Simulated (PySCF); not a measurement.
**A diatomic session: CsO**

The task here is to estimate one member of a computed series from the others.

Computed with PySCF 2.14.0. Level: Cs x2c-TZVPPall, O x2c-TZVPPall, spin-free X2C with a Gaussian nucleus.

The first run:

A driver script around PySCF takes these settings:

* atoms: Cs, O
* charge: 0
* basis: Cs x2c-TZVPPall, O x2c-TZVPPall
* Hamiltonian: spin-free X2C with a Gaussian nucleus
* basis functions: 116
* electrons treated: 63
* masses in u: 132.9054, 15.9949
* levels: PBE0, PBE, r²SCAN, r²SCAN0, B97-3, TPSSh, BLYP, ωB97X-V, HF, MP2, SCS-MP2
* grid: 80 radial by 434 angular points
* occupations: held fixed by the projection of orbital angular momentum
* dissociation limit: Cs + O, each in its ground configuration
* starting distance in angstrom: 2.805
* values of 2S to try: 1, 3

Command:

```
$ OMP_NUM_THREADS=2 python dia.py task.json out
```

Among the steps run: Set-up; The PBE0 curve of the state that the search chose; Higher solutions at PBE0; PBE (GGA); r²SCAN (meta-GGA); r²SCAN0; B97-3 (global hybrid GGA); TPSSh; BLYP (GGA); ωB97X-V; UHF (mean field).

One table of the session follows, with a row left open; its other results are not shown here.

It belongs to the step «The curves together». Energy (eV) from each level's lowest point:

| R (Å) | UHF | UHF-MP2 | UHF-SCS-MP2 | PBE | BLYP |
| --- | --- | --- | --- | --- | --- |
| 1.959 | 1.083 | 0.447 | 0.557 | 0.431 | 0.584 |
| 2.050 | 0.619 | 0.206 | 0.276 | 0.183 | 0.283 |
| 2.141 | 0.308 | 0.066 | 0.102 | 0.050 | 0.105 |
| 2.210 | 0.155 | 0.014 | 0.030 | 0.007 | 0.032 |
| 2.278 | 0.060 | 0.000 | 0.000 | 0.000 | 0.000 |
| 2.346 | 0.010 | 0.017 | 0.003 | 0.023 | 0.001 |
| 2.438 | 0.000 | 0.078 | 0.049 | 0.088 | 0.041 |
| 2.551 | 0.053 | 0.198 | 0.155 | 0.209 | 0.136 |
| 2.688 | ? | ? | ? | ? | ? |
| 2.870 | 0.404 | 0.663 | 0.594 | 0.659 | 0.540 |

**Question.** Estimate the row for R (Å) = 2.688.

Worked estimate for «UHF». A straight line through the neighbours (2.551, 0.053) and (2.870, 0.404) gives 0.053 + (0.404 − 0.053) × (2.688 − 2.551) / (2.870 − 2.551) = 0.204; a parabola fitted to 3 rows on both sides gives 0.167.

As computed: UHF: 0.179; UHF-MP2: 0.383; UHF-SCS-MP2: 0.326; PBE: 0.390; BLYP: 0.294. In «UHF» the line misses by +0.025 and the parabola by -0.012.
